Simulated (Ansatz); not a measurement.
# C4H5F3S: up Jacob's ladder to CCSD(T)

The task here is to estimate one member of a computed series from the others.

Program: Ansatz 0.2.0, Gaussian basis. Level of theory: functionals in def2-TZVPP, the program's frozen cores in correlated methods. These are calculated values, not measurements.

The runs, in order: PBE-D4, r2SCAN-D4, PBE0-D4, B3LYP-D4, ωB97X-V, ωB97M-V, B2PLYP; CCSD(T)/def2-TZVPP; MP2/def2-QZVPP; extrapolation to the limit.

### The geometry

All runs share one geometry, relaxed beforehand with PBE0-D4 in a triple-zeta def2 set.

SMILES `C=CCSC(F)(F)F`, 13 atoms, charge 0, spin multiplicity 1.

Atoms are counted from 1 here; the program's logs count them from 0.

Bond lengths: C1–C2 1.325 Å, C1–H9 1.085 Å, C1–H10 1.083 Å, C2–C3 1.487 Å, C2–H11 1.087 Å, C3–S4 1.817 Å, C3–H12 1.091 Å, C3–H13 1.095 Å, S4–C5 1.802 Å, C5–F6 1.337 Å, C5–F7 1.333 Å, C5–F8 1.334 Å. Angles: C2–C1–H9 121.5°, C2–C1–H10 121.4°, H9–C1–H10 117.1°, C1–C2–C3 123.5°, C1–C2–H11 120.3°, C3–C2–H11 116.2°, C2–C3–S4 114.5°, C2–C3–H12 111.9°, C2–C3–H13 111.0°, S4–C3–H12 109.0°, S4–C3–H13 102.0°, H12–C3–H13 107.7°, C3–S4–C5 100.2°, S4–C5–F6 112.6°, S4–C5–F7 113.8°, S4–C5–F8 107.7°, F6–C5–F7 106.8°, F6–C5–F8 108.2° and more.

Set-up of the first run:

in.yaml reads:

```yaml
crystal:
  periodic: [false, false, false]
  atoms:
    - {symbol: C, position_ang: [-0.753297, -0.424967, 1.800709]}
    - {symbol: C, position_ang: [0.275443, -0.773906, 1.042873]}
    - {symbol: C, position_ang: [0.148120, -1.147568, -0.390886]}
    - {symbol: S, position_ang: [1.148043, -0.139623, -1.524808]}
    - {symbol: C, position_ang: [0.318921, 1.451266, -1.351629]}
    - {symbol: F, position_ang: [-1.011138, 1.349658, -1.436858]}
    - {symbol: F, position_ang: [0.585379, 2.074610, -0.203364]}
    - {symbol: F, position_ang: [0.740298, 2.238303, -2.342606]}
    - {symbol: H, position_ang: [-1.761612, -0.379929, 1.401541]}
    - {symbol: H, position_ang: [-0.623604, -0.166911, 2.844778]}
    - {symbol: H, position_ang: [1.280063, -0.794243, 1.456675]}
    - {symbol: H, position_ang: [-0.890021, -1.134436, -0.724794]}
    - {symbol: H, position_ang: [0.543405, -2.152283, -0.571632]}
basis:
  gaussian: {orbitals: def2-TZVPP}
hamiltonian: {xc: pbe, dispersion: d4}
output: {forces: true, orbitals: {seedname: orbitals}}
```

Launch:

```bash
$ ansatz run in.yaml --threads 2 --pin off --events-out ev --progress --plain --max-ram 32768MiB --backend cuda --devices 0, --max-vram 18GiB
```

Among the steps run: PBE-D4 (GGA); r2SCAN-D4 (meta-GGA); PBE0-D4 (hybrid); B3LYP-D4 (hybrid); ωB97X-V (range-separated); ωB97M-V (range-separated); B2PLYP (double hybrid); CCSD(T) in def2-TZVPP; MP2 in def2-QZVPP.

One of the session's tables, all rows but one given; the rest of the session is left out.

```
            method  atomisation energy (kJ/mol)
            PBE-D4                       5438.3
         r2SCAN-D4                       5271.6
           PBE0-D4                       5285.3
          B3LYP-D4                       5214.8
           ωB97X-V                       5250.4
           ωB97M-V                       5260.9
            B2PLYP                       5166.5
     HF/def2-TZVPP                       3687.8
    MP2/def2-TZVPP                       5241.7
   CCSD/def2-TZVPP                       4977.7
CCSD(T)/def2-TZVPP                            ?
           MP2/CBS                       5384.2
       CCSD(T)/CBS                       5225.1
```

Estimate the missing values for CCSD(T)/def2-TZVPP.

**Answer.** atomisation energy (kJ/mol): 5082.6. In the column «atomisation energy (kJ/mol)» it lies between CCSD/def2-TZVPP (4977.7) and B2PLYP (5166.5).

To keep in mind: Free atoms (4 C, 1 S, 3 F, 5 H) were run apart at each level; the atomisation energy is their sum less the molecule, without zero-point or spin-orbit terms.
